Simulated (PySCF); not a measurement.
**Si2H6NCl, one molecule: reaction energy**

Aim: the reaction energy of `[SiH3]N[SiH2]Cl`.

Computed with PySCF 2.14.0; each step states its level. No surroundings beyond the atoms listed, unless a continuum is named. Atoms count from 0, parts from 1.

## (1) Starting point

10 atoms, charge 0, multiplicity 1; geometry: GFN2-xTB.

## (2) Geometry optimisation at PBE0-D3(BJ)/def2-SVPD

What the job is given:

```
{"job": {"xc": "PBE0", "basis": "def2-SVPD", "d3": "d3bj", "grid": 2, "kind": "geom"}, "charge": 0, "multiplicity": 1}
Si     0.502317    -0.426765    -1.487238
N     -0.274368     0.447030    -0.202776
Si    -0.323879     0.086459     1.481351
Cl    -1.233254     1.652737     2.360809
H     -0.238574    -0.098873    -2.704444
H      0.413877    -1.840053    -1.132100
H      1.906155    -0.021337    -1.608966
H     -0.641088     1.348269    -0.466363
H     -1.129405    -1.107939     1.715771
H      1.018219    -0.039528     2.043955
```

Run with:

```console
$ OMP_NUM_THREADS=1 python cluster_run.py task.json out
```

One launch serves the whole session: the jobs run in the order shown.

Standard output:

```text
step   0  E = -1096.81608492  max force = 0.020244
step   1  E = -1096.82025712  max force = 0.005949
step   2  E = -1096.82054474  max force = 0.003212
step   3  E = -1096.82062865  max force = 0.001028
step   4  E = -1096.82065905  max force = 0.000818
step   5  E = -1096.82072953  max force = 0.002615
step   6  E = -1096.82083291  max force = 0.004141
step   7  E = -1096.82096285  max force = 0.004317
step   8  E = -1096.82105457  max force = 0.002346
step   9  E = -1096.82109526  max force = 0.000196
step  10  E = -1096.82109671  max force = 0.000125
optimisation converged
```

Wall time 1.7 min (1 thread of Intel Xeon Platinum 8488C, shared host); peak memory 0.58 GiB.

Along the way:

```csv
step,energy from step 0 (eV),largest force component (eV/Å)
0,0.0000,1.0410
1,-0.1135,0.3059
2,-0.1214,0.1652
3,-0.1236,0.0529
4,-0.1245,0.0421
5,-0.1264,0.1345
6,-0.1292,0.2129
7,-0.1327,0.2220
8,-0.1352,0.1206
9,-0.1363,0.0101
10,-0.1364,0.0064
```

Distances of close pairs at the start and the end, largest changes first:

```csv
bond,before (Å),after (Å),change (Å)
Si2–Cl3,2.013,2.082,+0.068
Si0–H5,1.460,1.494,+0.034
Si0–H4,1.462,1.493,+0.031
Si2–H8,1.460,1.488,+0.029
Si2–H9,1.461,1.489,+0.028
Si0–H6,1.466,1.493,+0.027
Si0–N1,1.737,1.748,+0.011
N1–Si2,1.723,1.730,+0.007
```

The next job starts from the end point, and lists it.

```csv
at the end point,value
"rotational constants (GHz, main isotopes)","13.517, 1.249, 1.175"
dipole moment (D),1.48
```

## (3) Energies of the species: wB97M-D3(BJ)/def2-TZVPD

What the job is given:

```
{"job": {"kind": "react", "xc": "wB97M-D3(BJ)", "basis": "def2-TZVPD"}, "charge": 0, "multiplicity": 1}
-1 H5NSi charge 0 multiplicity 1
Si     0.405550     0.538440    -0.005560
N     -0.572000    -0.896420    -0.084610
H      0.400050     1.167980    -1.358410
H     -0.047590     1.576560     0.978430
H      1.787390     0.126800     0.378520
H     -0.541650    -1.580760     0.659100
H     -1.484360    -0.873120    -0.519880

-1 Cl2H2Si charge 0 multiplicity 1
Cl    -1.661320     1.029250     0.090260
Si    -0.001250    -0.198890     0.091740
Cl     1.708900     0.955760     0.009540
H      0.013000    -0.961630     1.360920
H     -0.049920    -1.048770    -1.120010

+1 ClH6NSi2 charge 0 multiplicity 1
Si     0.253950    -0.137420    -1.139270
N     -0.434630     0.796800     0.167490
Si    -0.713080     0.217100     1.773990
Cl    -1.619440     1.769810     2.823190
H     -0.689820    -0.269100    -2.288950
H      0.529770    -1.486490    -0.560730
H      1.526410     0.461110    -1.641690
H     -0.692550     1.762110    -0.006540
H     -1.640900    -0.946280     1.803450
H      0.545250    -0.126480     2.491380

+1 ClH charge 0 multiplicity 1
Cl     0.644600    -0.006300    -0.010980
H     -0.643390     0.003060     0.011530
```

Method: wB97M-D3(BJ)/def2-TZVPD reaction energy of separated species, gas phase.

Standard output:

```text
species 1 (H5NSi)
coarse grid: 23896 points
cycle   1  E = -347.3222707921  dE = -1.513e-01  |g| = 3.378e-01  |ddm| = 1.758e+00
cycle   2  E = -347.3300276113  dE = -7.757e-03  |g| = 3.129e-01  |ddm| = 3.520e-01
cycle   3  E = -347.3487480079  dE = -1.872e-02  |g| = 2.727e-02  |ddm| = 1.530e-01
cycle   4  E = -347.3489834929  dE = -2.355e-04  |g| = 7.950e-03  |ddm| = 3.488e-02
cycle   5  E = -347.3490022250  dE = -1.873e-05  |g| = 1.392e-03  |ddm| = 1.236e-02
cycle   6  E = -347.3490033050  dE = -1.080e-06  |g| = 3.492e-04  |ddm| = 3.776e-03
final grid: 49784 points
cycle   7  E = -347.3489893561  dE = -9.797e-08  |g| = 1.535e-04  |ddm| = 2.011e-03
cycle   8  E = -347.3489893665  dE = -1.039e-08  |g| = 1.205e-04  |ddm| = 4.127e-04
cycle   9  E = -347.3489893697  dE = -3.236e-09  |g| = 3.004e-05  |ddm| = 8.310e-05
cycle  10  E = -347.3489893704  dE = -6.964e-10  |g| = 8.423e-06  |ddm| = 9.469e-05
converged SCF energy = -347.3489893704

species 2 (Cl2H2Si)
coarse grid: 23992 points
cycle   1  E = -1211.3219437315  dE =  1.091e-01  |g| = 3.847e-01  |ddm| = 1.637e+00
cycle   2  E = -1211.3421996529  dE = -2.026e-02  |g| = 3.324e-01  |ddm| = 6.029e-01
cycle   3  E = -1211.3683722398  dE = -2.617e-02  |g| = 1.906e-02  |ddm| = 2.648e-01
cycle   4  E = -1211.3684859843  dE = -1.137e-04  |g| = 4.859e-03  |ddm| = 2.738e-02
cycle   5  E = -1211.3685009076  dE = -1.492e-05  |g| = 1.247e-03  |ddm| = 1.216e-02
cycle   6  E = -1211.3685015987  dE = -6.911e-07  |g| = 3.572e-04  |ddm| = 1.758e-03
final grid: 46168 points
cycle   7  E = -1211.3684888189  dE = -1.088e-07  |g| = 1.942e-04  |ddm| = 1.468e-03
cycle   8  E = -1211.3684888320  dE = -1.308e-08  |g| = 1.139e-04  |ddm| = 2.850e-04
cycle   9  E = -1211.3684888357  dE = -3.722e-09  |g| = 2.655e-05  |ddm| = 9.052e-05
cycle  10  E = -1211.3684888363  dE = -6.353e-10  |g| = 1.139e-05  |ddm| = 6.427e-05
converged SCF energy = -1211.3684888363

species 3 (ClH6NSi2)
coarse grid: 39096 points
cycle   1  E = -1097.7870159808  dE =  6.078e-02  |g| = 4.452e-01  |ddm| = 2.341e+00
cycle   2  E = -1097.8078718563  dE = -2.086e-02  |g| = 3.868e-01  |ddm| = 6.018e-01
cycle   3  E = -1097.8367227328  dE = -2.885e-02  |g| = 4.837e-02  |ddm| = 2.594e-01
cycle   4  E = -1097.8372680407  dE = -5.453e-04  |g| = 2.360e-02  |ddm| = 6.034e-02
cycle   5  E = -1097.8373983741  dE = -1.303e-04  |g| = 3.894e-03  |ddm| = 2.270e-02
cycle   6  E = -1097.8374043120  dE = -5.938e-06  |g| = 9.196e-04  |ddm| = 8.167e-03
final grid: 78824 points
cycle   7  E = -1097.8373254886  dE = -3.704e-07  |g| = 5.182e-04  |ddm| = 3.615e-03
cycle   8  E = -1097.8373255438  dE = -5.514e-08  |g| = 3.650e-04  |ddm| = 8.896e-04
cycle   9  E = -1097.8373255714  dE = -2.764e-08  |g| = 6.813e-05  |ddm| = 2.914e-04
cycle  10  E = -1097.8373255737  dE = -2.322e-09  |g| = 4.255e-05  |ddm| = 1.096e-04
cycle  11  E = -1097.8373255744  dE = -6.430e-10  |g| = 8.419e-06  |ddm| = 6.743e-05
converged SCF energy = -1097.8373255744

species 4 (ClH)
coarse grid: 8792 points
cycle   1  E = -460.8503331350  dE = -8.165e-02  |g| = 2.169e-01  |ddm| = 7.239e-01
cycle   2  E = -460.8625127202  dE = -1.218e-02  |g| = 1.397e-01  |ddm| = 2.651e-01
cycle   3  E = -460.8670521732  dE = -4.539e-03  |g| = 1.358e-02  |ddm| = 9.818e-02
cycle   4  E = -460.8670932567  dE = -4.108e-05  |g| = 3.364e-03  |ddm| = 9.545e-03
cycle   5  E = -460.8670995053  dE = -6.249e-06  |g| = 8.516e-04  |ddm| = 3.915e-03
final grid: 17120 points
cycle   6  E = -460.8670681694  dE = -3.715e-07  |g| = 3.675e-04  |ddm| = 8.887e-04
cycle   7  E = -460.8670682157  dE = -4.626e-08  |g| = 1.618e-04  |ddm| = 3.980e-04
cycle   8  E = -460.8670682222  dE = -6.572e-09  |g| = 4.220e-05  |ddm| = 1.295e-04
cycle   9  E = -460.8670682236  dE = -1.315e-09  |g| = 3.967e-06  |ddm| = 6.530e-05
cycle  10  E = -460.8670682236  dE = -3.752e-12  |g| = 8.163e-07  |ddm| = 3.309e-06
converged SCF energy = -460.8670682236

Reaction energy = 7.365 kcal/mol
```

It took 34 s on 1 thread of Intel Xeon Platinum 8488C, shared host; peak memory 0.8 GiB.

Species by species (with the dispersion term, which the log's SCF energies lack):

```csv
ν,species,energy (Eh),HOMO (eV)
-1,N[SiH3],-347.35421,-9.84
-1,Cl[SiH2]Cl,-1211.37371,-11.47
+1,[SiH3]N[SiH2]Cl,-1097.84857,-10.17
+1,Cl,-460.86761,-11.93
```

## (4) Reaction energy: PBE0-D3(BJ)/def2-TZVPD

Settings changed since step 3:

```diff
@@ -1,2 +1,2 @@
-{"job": {"kind": "react", "xc": "wB97M-D3(BJ)", "basis": "def2-TZVPD"}, "charge": 0, "multiplicity": 1}
+{"job": {"kind": "react", "xc": "PBE0", "basis": "def2-TZVPD", "disp": "d3bj"}, "charge": 0, "multiplicity": 1}
 -1 H5NSi charge 0 multiplicity 1
```

With the program's defaults for keys left out, this is: PBE0-D3(BJ)/def2-TZVPD reaction energy of separated species, gas phase.

Standard output:

```text
species 1 (H5NSi)
coarse grid: 5792 points
cycle   1  E = -347.0791560174  dE = -1.227e-01  |g| = 4.004e-01  |ddm| = 1.782e+00
cycle   2  E = -347.0429089973  dE =  3.625e-02  |g| = 5.694e-01  |ddm| = 5.022e-01
cycle   3  E = -347.1121498678  dE = -6.924e-02  |g| = 3.318e-02  |ddm| = 3.059e-01
cycle   4  E = -347.1124044221  dE = -2.546e-04  |g| = 5.327e-03  |ddm| = 2.683e-02
cycle   5  E = -347.1124100688  dE = -5.647e-06  |g| = 8.151e-04  |ddm| = 5.452e-03
final grid: 49784 points
cycle   6  E = -347.1077517768  dE = -1.283e-05  |g| = 5.287e-03  |ddm| = 2.255e-02
cycle   7  E = -347.1077457900  dE =  5.987e-06  |g| = 7.527e-03  |ddm| = 6.259e-03
cycle   8  E = -347.1077571682  dE = -1.138e-05  |g| = 3.220e-04  |ddm| = 3.774e-03
cycle   9  E = -347.1077571905  dE = -2.234e-08  |g| = 6.530e-05  |ddm| = 2.797e-04
cycle  10  E = -347.1077571915  dE = -9.831e-10  |g| = 1.596e-05  |ddm| = 6.846e-05
converged SCF energy = -347.1077571915

species 2 (Cl2H2Si)
coarse grid: 6112 points
cycle   1  E = -1210.7781813138  dE =  1.090e-01  |g| = 3.104e-01  |ddm| = 1.660e+00
cycle   2  E = -1210.7664188177  dE =  1.176e-02  |g| = 3.814e-01  |ddm| = 5.913e-01
cycle   3  E = -1210.8033495202  dE = -3.693e-02  |g| = 3.547e-02  |ddm| = 3.190e-01
cycle   4  E = -1210.8035757553  dE = -2.262e-04  |g| = 1.177e-02  |ddm| = 2.608e-02
cycle   5  E = -1210.8036084676  dE = -3.271e-05  |g| = 2.135e-03  |ddm| = 1.000e-02
cycle   6  E = -1210.8036094254  dE = -9.578e-07  |g| = 5.725e-04  |ddm| = 2.070e-03
final grid: 46168 points
cycle   7  E = -1210.8046520232  dE = -1.361e-05  |g| = 3.559e-03  |ddm| = 1.955e-02
cycle   8  E = -1210.8046519911  dE =  3.218e-08  |g| = 2.963e-03  |ddm| = 4.656e-03
cycle   9  E = -1210.8046535331  dE = -1.542e-06  |g| = 4.685e-04  |ddm| = 2.631e-03
cycle  10  E = -1210.8046535966  dE = -6.351e-08  |g| = 8.713e-05  |ddm| = 3.913e-04
cycle  11  E = -1210.8046535984  dE = -1.877e-09  |g| = 1.574e-05  |ddm| = 7.661e-05
cycle  12  E = -1210.8046535985  dE = -6.480e-11  |g| = 4.514e-06  |ddm| = 1.346e-05
converged SCF energy = -1210.8046535985

species 3 (ClH6NSi2)
coarse grid: 9656 points
cycle   1  E = -1097.1913936610  dE =  5.036e-02  |g| = 4.645e-01  |ddm| = 2.462e+00
cycle   2  E = -1097.1516465336  dE =  3.975e-02  |g| = 6.281e-01  |ddm| = 6.820e-01
cycle   3  E = -1097.2346362365  dE = -8.299e-02  |g| = 7.211e-02  |ddm| = 4.090e-01
cycle   4  E = -1097.2356957147  dE = -1.059e-03  |g| = 2.887e-02  |ddm| = 7.086e-02
cycle   5  E = -1097.2358756316  dE = -1.799e-04  |g| = 4.888e-03  |ddm| = 2.490e-02
cycle   6  E = -1097.2358807057  dE = -5.074e-06  |g| = 1.532e-03  |ddm| = 4.893e-03
final grid: 78824 points
cycle   7  E = -1097.2323455362  dE = -1.846e-05  |g| = 5.650e-03  |ddm| = 4.747e-02
cycle   8  E = -1097.2323394821  dE =  6.054e-06  |g| = 7.653e-03  |ddm| = 7.596e-03
cycle   9  E = -1097.2323513416  dE = -1.186e-05  |g| = 7.494e-04  |ddm| = 4.625e-03
cycle  10  E = -1097.2323514529  dE = -1.112e-07  |g| = 1.897e-04  |ddm| = 6.123e-04
cycle  11  E = -1097.2323514624  dE = -9.577e-09  |g| = 3.511e-05  |ddm| = 1.755e-04
cycle  12  E = -1097.2323514628  dE = -3.331e-10  |g| = 7.601e-06  |ddm| = 3.323e-05
converged SCF energy = -1097.2323514628

species 4 (ClH)
coarse grid: 2248 points
cycle   1  E = -460.6537834200  dE = -4.644e-02  |g| = 1.882e-01  |ddm| = 7.411e-01
cycle   2  E = -460.6558521364  dE = -2.069e-03  |g| = 1.902e-01  |ddm| = 3.151e-01
cycle   3  E = -460.6653810792  dE = -9.529e-03  |g| = 1.506e-02  |ddm| = 1.513e-01
cycle   4  E = -460.6654031365  dE = -2.206e-05  |g| = 2.693e-03  |ddm| = 7.323e-03
cycle   5  E = -460.6654046843  dE = -1.548e-06  |g| = 1.111e-03  |ddm| = 2.553e-03
final grid: 17120 points
cycle   6  E = -460.6658902864  dE = -4.428e-06  |g| = 2.164e-03  |ddm| = 7.333e-03
cycle   7  E = -460.6658903158  dE = -2.941e-08  |g| = 1.795e-03  |ddm| = 2.512e-03
cycle   8  E = -460.6658909338  dE = -6.180e-07  |g| = 1.533e-04  |ddm| = 1.363e-03
cycle   9  E = -460.6658909407  dE = -6.902e-09  |g| = 2.146e-05  |ddm| = 1.086e-04
cycle  10  E = -460.6658909408  dE = -1.019e-10  |g| = 4.934e-06  |ddm| = 1.680e-05
converged SCF energy = -460.6658909408

Reaction energy = 8.069 kcal/mol
```

It took 20 s on 1 thread of Intel Xeon Platinum 8488C, shared host; peak memory 0.67 GiB.

Reaction energy at this level: 8.07 kcal/mol.

## (5) Energies of the species: MP2/def2-TZVPD

Settings changed since step 4:

```diff
@@ -1,2 +1,2 @@
-{"job": {"kind": "react", "xc": "PBE0", "basis": "def2-TZVPD", "disp": "d3bj"}, "charge": 0, "multiplicity": 1}
+{"job": {"kind": "react", "xc": "MP2", "basis": "def2-TZVPD"}, "charge": 0, "multiplicity": 1}
 -1 H5NSi charge 0 multiplicity 1
```

Level: MP2/def2-TZVPD reaction energy of separated species, gas phase.

Standard output:

```text
species 1 (H5NSi)
final grid: 49784 points
cycle   1  E = -346.3198908449  dE = -2.062e-01  |g| = 2.832e-01  |ddm| = 1.717e+00
cycle   2  E = -346.3451394719  dE = -2.525e-02  |g| = 9.825e-02  |ddm| = 2.610e-01
cycle   3  E = -346.3477267360  dE = -2.587e-03  |g| = 4.141e-02  |ddm| = 8.920e-02
cycle   4  E = -346.3482256495  dE = -4.989e-04  |g| = 6.295e-03  |ddm| = 4.112e-02
cycle   5  E = -346.3482428426  dE = -1.719e-05  |g| = 1.383e-03  |ddm| = 1.133e-02
cycle   6  E = -346.3482441204  dE = -1.278e-06  |g| = 3.774e-04  |ddm| = 3.561e-03
cycle   7  E = -346.3482442296  dE = -1.092e-07  |g| = 9.246e-05  |ddm| = 9.990e-04
cycle   8  E = -346.3482442370  dE = -7.377e-09  |g| = 2.164e-05  |ddm| = 2.806e-04
cycle   9  E = -346.3482442374  dE = -4.075e-10  |g| = 4.884e-06  |ddm| = 5.873e-05
converged SCF energy = -346.3482442374

species 2 (Cl2H2Si)
final grid: 46168 points
cycle   1  E = -1209.1841630004  dE =  9.743e-02  |g| = 3.874e-01  |ddm| = 1.609e+00
cycle   2  E = -1209.2273752876  dE = -4.321e-02  |g| = 2.002e-01  |ddm| = 4.762e-01
cycle   3  E = -1209.2375811545  dE = -1.021e-02  |g| = 3.096e-02  |ddm| = 1.763e-01
cycle   4  E = -1209.2380798628  dE = -4.987e-04  |g| = 7.458e-03  |ddm| = 4.878e-02
cycle   5  E = -1209.2381136446  dE = -3.378e-05  |g| = 1.801e-03  |ddm| = 1.297e-02
cycle   6  E = -1209.2381162469  dE = -2.602e-06  |g| = 6.378e-04  |ddm| = 2.692e-03
cycle   7  E = -1209.2381165692  dE = -3.223e-07  |g| = 1.596e-04  |ddm| = 9.806e-04
cycle   8  E = -1209.2381165883  dE = -1.908e-08  |g| = 3.029e-05  |ddm| = 3.150e-04
cycle   9  E = -1209.2381165889  dE = -6.480e-10  |g| = 6.374e-06  |ddm| = 6.752e-05
converged SCF energy = -1209.2381165889

species 3 (ClH6NSi2)
final grid: 78824 points
cycle   1  E = -1095.4138623629  dE =  1.343e-02  |g| = 4.042e-01  |ddm| = 2.288e+00
cycle   2  E = -1095.4675960213  dE = -5.373e-02  |g| = 1.533e-01  |ddm| = 5.114e-01
cycle   3  E = -1095.4738357832  dE = -6.240e-03  |g| = 4.925e-02  |ddm| = 1.754e-01
cycle   4  E = -1095.4746845493  dE = -8.488e-04  |g| = 1.087e-02  |ddm| = 6.768e-02
cycle   5  E = -1095.4747253594  dE = -4.081e-05  |g| = 3.812e-03  |ddm| = 1.490e-02
cycle   6  E = -1095.4747312270  dE = -5.868e-06  |g| = 1.062e-03  |ddm| = 5.172e-03
cycle   7  E = -1095.4747319807  dE = -7.538e-07  |g| = 3.035e-04  |ddm| = 1.706e-03
cycle   8  E = -1095.4747320506  dE = -6.987e-08  |g| = 7.754e-05  |ddm| = 5.347e-04
cycle   9  E = -1095.4747320549  dE = -4.311e-09  |g| = 1.717e-05  |ddm| = 1.788e-04
cycle  10  E = -1095.4747320551  dE = -2.065e-10  |g| = 3.973e-06  |ddm| = 4.026e-05
converged SCF energy = -1095.4747320551

species 4 (ClH)
final grid: 17120 points
cycle   1  E = -460.0817349288  dE = -1.009e-01  |g| = 2.132e-01  |ddm| = 7.101e-01
cycle   2  E = -460.0969050439  dE = -1.517e-02  |g| = 8.401e-02  |ddm| = 2.053e-01
cycle   3  E = -460.0986384274  dE = -1.733e-03  |g| = 1.826e-02  |ddm| = 5.472e-02
cycle   4  E = -460.0988469943  dE = -2.086e-04  |g| = 6.315e-03  |ddm| = 1.638e-02
cycle   5  E = -460.0988769943  dE = -3.000e-05  |g| = 1.289e-03  |ddm| = 7.398e-03
cycle   6  E = -460.0988782104  dE = -1.216e-06  |g| = 2.808e-04  |ddm| = 1.659e-03
cycle   7  E = -460.0988782637  dE = -5.326e-08  |g| = 4.150e-05  |ddm| = 4.895e-04
cycle   8  E = -460.0988782644  dE = -7.325e-10  |g| = 7.806e-06  |ddm| = 6.177e-05
converged SCF energy = -460.0988782644

Reaction energy = 6.999 kcal/mol
```

It took 8.1 s on 1 thread of Intel Xeon Platinum 8488C, shared host; peak memory 0.52 GiB.

Reaction energy at this level: 7.00 kcal/mol.

## (6) Comparing the runs

Energies in kcal/mol, with wall time:

```csv
run,reaction,time
wB97M-D3(BJ)/def2-TZVPD,7.37,34 s
PBE0-D3(BJ)/def2-TZVPD,8.07,20 s
MP2/def2-TZVPD,7.00,8.1 s
```

## (7) Summary of results

```
                                  quantity                  value
      rotational constants (main isotopes)  13.52, 1.25, 1.18 GHz
 reaction energy (wB97M-D3(BJ)/def2-TZVPD)          7.37 kcal/mol
       ΔH, ΔG at 298 K (xTB thermal terms)    +5.2, +5.9 kcal/mol
range of the reaction energy over the runs  7.00 to 8.07 kcal/mol
```

**Reading.** The optimisation took 10 steps and gained 0.136 eV; among the bonded pairs, Si2–Cl3 changed most, from 2.013 to 2.082 Å. The reaction is endothermic by 5.2 kcal/mol in the gas phase; dispersion gives -0.85, and xTB itself gave 8.50 for the electronic energy (xTB energies and thermal terms come from the earlier relaxation of each species, not shown). No barrier was sought. The reaction energy runs from 7.00 (MP2/def2-TZVPD) to 8.07 kcal/mol (PBE0-D3(BJ)/def2-TZVPD).
